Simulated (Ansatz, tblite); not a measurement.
# The cluster Ca₄O₃+: one state, many levels

The task here is to estimate one member of a computed series from the others.

Computed with Ansatz 0.2.0, Gaussian basis. Level: as each input shows.

The runs, in order: GFN1-xTB, GFN2-xTB, PBE-D4/def2-TZVP, r2SCAN-D4/def2-TZVP, r2SCAN0-D4/def2-TZVP, B2PLYP/def2-TZVP, PBE-D4/def2-SVP, PBE0-D4/def2-SVP, HF/6-31G, B3LYP-D4/6-31G, CCSD(T)/def2-SVP, MP2/def2-TZVP, RPA/def2-TZVP.

4 further runs of the same task are left out: 1 that didn't finish, 3 set aside as unsound or not needed. Runs told in other sessions of the task aren't counted.

## The structure

The doublet was relaxed beforehand with PBE0-D4/def2-SVP. At that level it is the lowest of the isomers that a small search found.

7 atoms, charge 1, spin multiplicity 2.

Bond lengths: Ca1–O6 2.112 Å, Ca1–O7 2.112 Å, Ca2–O5 2.112 Å, Ca2–O7 2.112 Å, Ca3–O5 2.179 Å, Ca3–O6 2.179 Å, Ca3–O7 2.179 Å, Ca4–O5 2.112 Å, Ca4–O6 2.112 Å. Angles: O6–Ca1–O7 86.5°, O5–Ca2–O7 86.5°, O5–Ca3–O6 83.2°, O5–Ca3–O7 83.2°, O6–Ca3–O7 83.2°, O5–Ca4–O6 86.5°, Ca2–O5–Ca3 93.3°, Ca2–O5–Ca4 112.0°, Ca3–O5–Ca4 93.3°, Ca1–O6–Ca3 93.3°, Ca1–O6–Ca4 112.0°, Ca3–O6–Ca4 93.3°, Ca1–O7–Ca2 111.9°, Ca1–O7–Ca3 93.3°, Ca2–O7–Ca3 93.3°.

The ion is computed in the gas phase, without counter-ions or solvent.

PBE0-D4/def2-TZVP was run before; its log isn't repeated, and its numbers join the tables.

Set-up of the first run:

Tight binding, by tblite at 300 K electronic temperature and without a spin-polarisation term:

```python
tblite.interface.Calculator('GFN1-xTB', numbers, positions, charge=1, uhf=1).singlepoint()
```

Tight binding, by tblite at 300 K electronic temperature and without a spin-polarisation term:

```python
tblite.interface.Calculator('GFN2-xTB', numbers, positions, charge=1, uhf=1).singlepoint()
```

start.molden holds the orbitals of an earlier run on this state, given as this run's starting guess.

in.yaml reads:

```yaml
crystal:
  periodic: [false, false, false]
  atoms:
    - {symbol: Ca, position_ang: [0.548519, -1.956334, -0.730104]}
    - {symbol: Ca, position_ang: [-0.904415, -0.231112, 1.946757]}
    - {symbol: Ca, position_ang: [-1.025919, 0.722040, -1.022363]}
    - {symbol: Ca, position_ang: [1.800323, 1.170756, 0.222707]}
    - {symbol: O, position_ang: [-0.194980, 1.435749, 0.861554]}
    - {symbol: O, position_ang: [1.006710, 0.009087, -1.352108]}
    - {symbol: O, position_ang: [-1.230248, -1.150185, 0.073557]}
basis:
  gaussian: {orbitals: def2-TZVP, initial_orbitals: start.molden}
total_charge: 1
magnetization: {spin_polarized: true, initial_magnetization: 1}
hamiltonian: {xc: pbe, dispersion: d4}
scf: {omitted_lower_state_checks: [starts]}
output: {orbitals: {seedname: orbitals}}
```

Run with:

```
> ansatz run in.yaml --threads 4 --pin off --events-out ev --progress --plain --max-ram 4787MiB
```

Steps of the session up to this table: PBE-D4/def2-TZVP; r2SCAN-D4/def2-TZVP; r2SCAN0-D4/def2-TZVP; B2PLYP/def2-TZVP; PBE-D4/def2-SVP; PBE0-D4/def2-SVP; HF/6-31G; B3LYP-D4/6-31G; CCSD(T)/def2-SVP; MP2/def2-TZVP; RPA/def2-TZVP.

One table of the session follows, with a row left open; its other results are not shown here.

It belongs to the step «Levels side by side». 

| level | HOMO (eV) | LUMO (eV) | gap (eV) |
| --- | --- | --- | --- |
| HF/6-31G | ? | ? | ? |
| PBE-D4/def2-SVP | -6.33 | -5.63 | 0.70 |
| PBE-D4/def2-TZVP | -6.35 | -5.63 | 0.73 |
| r2SCAN-D4/def2-TZVP | -6.29 | -5.17 | 1.12 |
| B3LYP-D4/6-31G | -6.61 | -5.31 | 1.30 |
| PBE0-D4/def2-SVP | -6.79 | -4.89 | 1.90 |
| PBE0-D4/def2-TZVP | -6.83 | -4.90 | 1.94 |
| r2SCAN0-D4/def2-TZVP | -6.82 | -4.77 | 2.05 |

Estimate the missing values for HF/6-31G.

As computed: HOMO (eV): -7.72; LUMO (eV): -2.77; gap (eV): 4.94. In the column «HOMO (eV)» it is the lowest.
